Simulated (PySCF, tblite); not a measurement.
# C₈H₆S₂: vibronic structure

Aim: compute the vibronic structure of C₈H₆S₂ (`C=Cc1csc2ccsc12`).

Computed with tblite 0.8.0 and PySCF 2.14.0 and routines of our own; the level stands in each step. Atoms count from 0.

## (1) The system as given

16 atoms, charge 0, multiplicity 1; geometry from: force field or distance geometry start.

## (2) Optimising the geometry with GFN2-xTB

The job: settings as JSON, then the geometry in Å.

```
{"job": {"kind": "relax", "xc": "GFN2-xTB", "basis": "xTB"}, "charge": 0, "multiplicity": 1}
C     -2.394900     1.198100    -0.341000
C     -2.188200     0.014200     0.107100
C     -0.900000    -0.656400     0.309600
C     -0.820400    -1.941700     0.803300
S      1.018100    -2.162600     0.799600
C      1.523200    -0.573300     0.135400
C      2.751700    -0.069500    -0.131300
C      2.645800     1.187800    -0.611700
S      0.811800     1.558500    -0.661100
C      0.304200    -0.128700     0.035500
H     -3.452100     1.537700    -0.416500
H     -1.676800     1.919100    -0.663600
H     -3.076100    -0.579600     0.409400
H     -1.580600    -2.624900     1.118000
H      3.679600    -0.589400     0.029200
H      3.347200     1.919500    -0.933100
```

Run with:

```sh
$ OMP_NUM_THREADS=1 python excited_run.py task.json out
```

One launch serves the whole session: the jobs run in the order shown.

The program printed:

```text
step      E/eV     max force
  0    -722.43745    8.092
  1    -723.83575    3.225
  2    -724.25009    2.000
  3    -724.47959    1.293
  4    -724.67053    0.893
  5    -724.73199    0.778
  6    -724.77614    0.473
  7    -724.78876    0.337
  8    -724.79673    0.182
  9    -724.79902    0.151
 10    -724.80073    0.119
 11    -724.80148    0.077
 12    -724.80197    0.063
 13    -724.80240    0.083
 14    -724.80281    0.067
 15    -724.80303    0.032
 16    -724.80313    0.034
 17    -724.80323    0.037
 18    -724.80339    0.054
 19    -724.80360    0.054
 20    -724.80381    0.033
 21    -724.80395    0.023
 22    -724.80404    0.024
 23    -724.80410    0.025
 24    -724.80417    0.023
 25    -724.80423    0.024
 26    -724.80430    0.028
 27    -724.80437    0.030
 28    -724.80443    0.025
 29    -724.80448    0.019
 30    -724.80452    0.016
 31    -724.80454    0.011
 32    -724.80455    0.010
 33    -724.80456    0.009
```

Run time: 0.28 s. Hardware: 1 thread of Arm Neoverse V1, shared host.

The steps of the relaxation: (not every step is listed)

```
step  energy from step 0 (eV)  largest force (eV/Å)
   0                   0.0000                8.0922
   1                  -1.3983                3.2253
   2                  -1.8126                2.0003
   3                  -2.0421                1.2930
   4                  -2.2331                0.8925
   5                  -2.2945                0.7785
   6                  -2.3387                0.4731
   7                  -2.3513                0.3372
   8                  -2.3593                0.1825
  10                  -2.3633                0.1188
  12                  -2.3645                0.0626
  14                  -2.3654                0.0667
  16                  -2.3657                0.0336
  18                  -2.3659                0.0544
  20                  -2.3664                0.0329
  22                  -2.3666                0.0242
  24                  -2.3667                0.0226
  26                  -2.3668                0.0278
  28                  -2.3670                0.0248
  29                  -2.3670                0.0191
  30                  -2.3671                0.0163
  31                  -2.3671                0.0112
  32                  -2.3671                0.0102
  33                  -2.3671                0.0095
```

Close pairs (by a distance rule), those that changed most:

| bond | before (Å) | after (Å) | change (Å) |
| --- | --- | --- | --- |
| S8–C9 | 1.895 | 1.728 | -0.167 |
| C7–S8 | 1.872 | 1.731 | -0.141 |
| C3–S4 | 1.852 | 1.726 | -0.126 |
| C5–C9 | 1.301 | 1.387 | +0.086 |
| C2–C9 | 1.343 | 1.424 | +0.081 |
| S4–C5 | 1.795 | 1.729 | -0.066 |
| C5–C6 | 1.354 | 1.411 | +0.056 |
| C0–C1 | 1.283 | 1.328 | +0.045 |

The final coordinates are the input of the step that follows.

## (3) Infrared spectrum with GFN2-xTB

The job: settings as JSON, then the geometry in Å.

```
{"job": {"kind": "ir", "xc": "GFN2-xTB", "basis": "xTB"}, "charge": 0, "multiplicity": 1}
C     -2.476057     1.219953    -0.344860
C     -2.208138     0.005528     0.120228
C     -0.882812    -0.558119     0.267956
C     -0.660772    -1.819897     0.751333
S      1.000556    -2.278175     0.839374
C      1.466389    -0.736991     0.208177
C      2.701305    -0.128528    -0.098964
C      2.517780     1.125158    -0.581208
S      0.853879     1.592999    -0.673034
C      0.360414     0.061350    -0.044346
H     -3.487978     1.576366    -0.428480
H     -1.701112     1.898920    -0.657375
H     -3.012161    -0.652026     0.425783
H     -1.403396    -2.525743     1.069393
H      3.658995    -0.596766     0.031902
H      3.265510     1.824915    -0.897289
```

The program printed:

```text
mode    cm-1     km/mol
  1      77.2      0.04
  2     146.2      0.86
  3     170.3      0.32
  4     211.3      0.06
  5     251.0      0.01
  6     332.4      0.43
  7     406.8      0.21
  8     411.5      0.07
  9     466.5      0.19
 10     491.5      0.07
 11     535.0      0.20
 12     579.8      0.47
 13     591.7      0.96
 14     678.9      1.03
 15     693.7      0.14
 16     726.1     20.51
 17     749.8      2.72
 18     794.9     18.19
 19     823.0      4.05
 20     863.1     21.80
 21     885.0     11.12
 22     898.1     16.37
 23     990.3      3.63
 24    1006.0     14.94
 25    1077.2      1.89
 26    1113.7     16.70
 27    1130.8     10.49
 28    1158.4     13.74
 29    1290.3      0.10
 30    1338.4      2.21
 31    1384.0      6.58
 32    1407.6     13.11
 33    1437.2      2.56
 34    1494.0     51.57
 35    1511.0      1.08
 36    1670.2      9.89
 37    3054.9     31.89
 38    3111.9      9.00
 39    3138.3     58.63
 40    3143.1      5.12
 41    3153.9      6.61
 42    3165.9      6.26
```

Run time: 0.72 s. Hardware: 1 thread of Arm Neoverse V1, shared host.

The strongest bands and the atoms that carry them (share of the mass-weighted mode):

```
cm⁻¹  km/mol                                atoms
 726    20.5          H13 59 %, H15 17 %, C3 13 %
 795    18.2                     C7 48 %, S8 20 %
 863    21.8           C3 58 %, S4 19 %, H13 15 %
 898    16.4  C5 22 %, C6 21 %, C9 16 %, H15 12 %
1114    16.7           C9 33 %, C1 17 %, H12 15 %
1494    51.6   C6 28 %, C7 24 %, C2 23 %, C3 13 %
3055    31.9                             H12 92 %
3138    58.6                   H10 47 %, H11 42 %
```

## (4) Vibronic structure: TDDFT PBE0/def2-SV(P)

The job, as its differences from that of step 3:

```diff
@@ -1,2 +1,2 @@
-{"job": {"kind": "ir", "xc": "GFN2-xTB", "basis": "xTB"}, "charge": 0, "multiplicity": 1}
+{"job": {"kind": "vib", "xc": "PBE0", "basis": "def2-SV(P)", "tda": false}, "charge": 0, "multiplicity": 1}
 C     -2.476057     1.219953    -0.344860
```

Method: TDDFT PBE0/def2-SV(P) vertical-gradient vibronic structure (displaced harmonic oscillators, Condon), gas phase.

The program printed:

```text
final grid: 68904 points
cycle   1  E = -1103.6506321188  dE =  2.038e+00  |g| = 3.521e-01  |ddm| = 5.123e+00
cycle   2  E = -1103.6383196469  dE =  1.231e-02  |g| = 4.122e-01  |ddm| = 9.946e-01
cycle   3  E = -1103.6849355792  dE = -4.662e-02  |g| = 9.420e-02  |ddm| = 6.289e-01
cycle   4  E = -1103.6870089570  dE = -2.073e-03  |g| = 4.060e-02  |ddm| = 1.605e-01
cycle   5  E = -1103.6874334057  dE = -4.244e-04  |g| = 1.041e-02  |ddm| = 5.831e-02
cycle   6  E = -1103.6874634343  dE = -3.003e-05  |g| = 2.414e-03  |ddm| = 1.722e-02
cycle   7  E = -1103.6874648560  dE = -1.422e-06  |g| = 7.415e-04  |ddm| = 3.297e-03
cycle   8  E = -1103.6874649940  dE = -1.380e-07  |g| = 2.862e-04  |ddm| = 1.219e-03
cycle   9  E = -1103.6874650155  dE = -2.154e-08  |g| = 8.437e-05  |ddm| = 4.175e-04
cycle  10  E = -1103.6874650172  dE = -1.736e-09  |g| = 3.709e-05  |ddm| = 1.481e-04
cycle  11  E = -1103.6874650176  dE = -3.674e-10  |g| = 1.010e-05  |ddm| = 5.129e-05
converged SCF energy = -1103.6874650176

Singlet excitations (eV, f): 4.745 (0.1652)  4.924 (0.0693)  5.259 (0.2378)  5.669 (0.0186)  5.726 (0.0006)  5.730 (0.1069)

State S1  4.7454 eV  f = 0.16519  H->L 0.66, H-1->L 0.16, H->L+1 0.12
  relaxed dipole 1.050 D, largest gradient of the excitation energy 0.0495 Eh/bohr
  mode    cm-1        S   lambda/meV  Raman
   33   1437.2    0.3986      71.0   1.000
   35   1511.0    0.2247      42.1   0.623
   36   1670.2    0.1072      22.2   0.363
   13    591.7    0.1274       9.3   0.054
   18    794.9    0.0611       6.0   0.047
    8    411.5    0.0900       4.6   0.019
   30   1338.4    0.0233       3.9   0.051
   27   1130.8    0.0214       3.0   0.033
   29   1290.3    0.0170       2.7   0.034
   23    990.3    0.0175       2.1   0.021
   11    535.0    0.0313       2.1   0.011
   20    863.1    0.0116       1.2   0.010
  reorganisation energy 0.1747 eV, total S 1.178, 0-0 4.5707 eV
  absorption maximum 4.571 eV, width 0.220 eV

State S3  5.2586 eV  f = 0.23777  H->L+1 0.66, H-1->L 0.23
  relaxed dipole 2.622 D, largest gradient of the excitation energy 0.0518 Eh/bohr
  mode    cm-1        S   lambda/meV  Raman
   36   1670.2    0.3135      64.9   1.000
   35   1511.0    0.1808      33.9   0.472
   33   1437.2    0.0639      11.4   0.151
   29   1290.3    0.0364       5.8   0.069
   32   1407.6    0.0293       5.1   0.066
   30   1338.4    0.0204       3.4   0.042
    8    411.5    0.0627       3.2   0.012
    9    466.5    0.0524       3.0   0.013
   14    678.9    0.0277       2.3   0.015
   18    794.9    0.0210       2.1   0.015
   26   1113.7    0.0117       1.6   0.017
   11    535.0    0.0217       1.4   0.007
  reorganisation energy 0.1439 eV, total S 0.881, 0-0 5.1147 eV
  absorption maximum 5.115 eV, width 0.222 eV

State S6  5.7304 eV  f = 0.10689  H-1->L+1 0.50, H-2->L 0.40
  relaxed dipole 0.870 D, largest gradient of the excitation energy 0.0511 Eh/bohr
  mode    cm-1        S   lambda/meV  Raman
   36   1670.2    0.3119      64.6   1.000
   33   1437.2    0.1849      32.9   0.439
   14    678.9    0.2583      21.7   0.137
   32   1407.6    0.0706      12.3   0.161
   30   1338.4    0.0658      10.9   0.135
    9    466.5    0.1629       9.4   0.041
   20    863.1    0.0648       6.9   0.055
    3    170.3    0.3003       6.3   0.010
   18    794.9    0.0478       4.7   0.035
   31   1384.0    0.0253       4.3   0.056
   35   1511.0    0.0183       3.4   0.048
   29   1290.3    0.0196       3.1   0.037
  reorganisation energy 0.1957 eV, total S 1.698, 0-0 5.5347 eV
  absorption maximum 5.541 eV, width 0.256 eV

State T1  3.0295 eV  f = 0.00000  H->L 0.84
  relaxed dipole 0.533 D, largest gradient of the excitation energy 0.0899 Eh/bohr
  mode    cm-1        S   lambda/meV  Raman
   35   1511.0    0.6092     114.1   1.000
   36   1670.2    0.4310      89.2   0.864
   33   1437.2    0.4992      89.0   0.741
    9    466.5    0.6873      39.8   0.108
   34   1494.0    0.1153      21.4   0.185
   29   1290.3    0.0564       9.0   0.067
   27   1130.8    0.0367       5.1   0.034
   14    678.9    0.0471       4.0   0.016
   30   1338.4    0.0217       3.6   0.028
   22    898.1    0.0291       3.2   0.017
   23    990.3    0.0249       3.1   0.018
   26   1113.7    0.0219       3.0   0.019
  reorganisation energy 0.3941 eV, total S 2.732, 0-0 2.6354 eV
  absorption maximum 2.823 eV, width 0.626 eV
```

Wall time 54 s (1 thread of Arm Neoverse V1, shared host); peak memory 0.96 GiB.

## (5) Vibronic structure: TPSS/pcseg-0

The job, as its differences from that of step 4:

```diff
@@ -1,2 +1,2 @@
-{"job": {"kind": "vib", "xc": "PBE0", "basis": "def2-SV(P)", "tda": false}, "charge": 0, "multiplicity": 1}
+{"job": {"kind": "vib", "xc": "TPSS", "basis": "pcseg-0", "tda": false, "temperature": 400, "nbright": 1, "scf": {"max_cycle": 73}, "maxiter": 30}, "charge": 0, "multiplicity": 1}
 C     -2.476057     1.219953    -0.344860
```

Method: TPSS/pcseg-0.

The program printed:

```text
NotImplementedError: meta-GGA kernel
```

It took 11 s on 1 thread of Arm Neoverse V1, shared host; peak memory 0.73 GiB.

Why it failed: This response code has no terms for the kinetic-energy density, so it refuses meta-GGA functionals here. Cure: take a GGA or a hybrid, or another code.

## (6) Outcome

| quantity | value |
| --- | --- |
| strongest single infrared mode (GFN2-xTB) | 3138 cm⁻¹, 59 km/mol |
| zero-point energy (GFN2-xTB) | 69.4 kcal/mol |
| S1: vertical, reorganisation, 0-0, total S (step 4, TDDFT PBE0/def2-SV(P), modes from GFN2-xTB) | 4.75, 0.17, 4.57 eV; 1.2 |
| S3: vertical, reorganisation, 0-0, total S (step 4, TDDFT PBE0/def2-SV(P), modes from GFN2-xTB) | 5.26, 0.14, 5.11 eV; 0.9 |
| S6: vertical, reorganisation, 0-0, total S (step 4, TDDFT PBE0/def2-SV(P), modes from GFN2-xTB) | 5.73, 0.20, 5.53 eV; 1.7 |
| runs | 1 failed, 0 ended on unsound input |

In words: No mode is imaginary among the 42: a minimum at this level. The strongest single mode, at 3138 cm⁻¹, moves mainly H10 and H11. GFN2-xTB is a fitted tight-binding method: band positions and strengths are rough. Its intensities can rank the bands wrongly. Some states lie very close; unless symmetry makes them partners, their order is unsure. The vibronic model keeps the ground-state modes (from xTB) and shifts them along the gradient alone, so it can miss much of the relaxation that a full optimisation finds.
